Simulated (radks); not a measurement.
**Fractional charge and spin in the 4d shell of tin**

The task here is to estimate one member of a computed series from the others.

Method: scalar-relativistic Kohn-Sham, PBE, spin-polarised, spherical densities, finite nucleus. Code: radks (a radial shooting solver on a logarithmic mesh, Libxc functionals) version 1.

## The system

| Quantity | Value |
| --- | --- |
| element | tin (Z = 50) |
| configuration | [Kr] 5s2 4d(up 5, down 5) |
| nuclear rms radius | 4.6519 fm |

A shell typed twice in an input gives spin up, then spin down.

The first run:

Input:

```text
Z 50
configuration [Kr] 5s2 4d5 4d5
relativity scalar-relativistic
functional pbe,pbe
spin polarised
nucleus finite rms 4.6519 fm
c 137.035999084
```

Steps of the session up to this table: 4d: up 5, down 5.

One table of the session follows, with a row left open; its other results are not shown here.

It belongs to the step «4d: up 5, down 5». Radial moments (bohr):

```
level     <r>  outermost maximum (interpolated)  90 % within  nodes
   2p  0.1096                            0.0849        0.178      0
   3s  0.3394                             0.308        0.499      2
   3p  0.3377                             0.301        0.507      1
   3d  0.3146                             0.251        0.496      0
   4s  0.8186                             0.746         1.18      3
   4p  0.8856                             0.788         1.30      2
   4d       ?                                 ?            ?      ?
   5s   2.216                              1.94         3.22      4
```

**Question.** Estimate the row for 4d.

As computed: <r>: 1.091; outermost maximum (interpolated): 0.886; 90 % within: 1.69; nodes: 1. In the column «<r>» it lies between 4p (0.8856) and 5s (2.216).
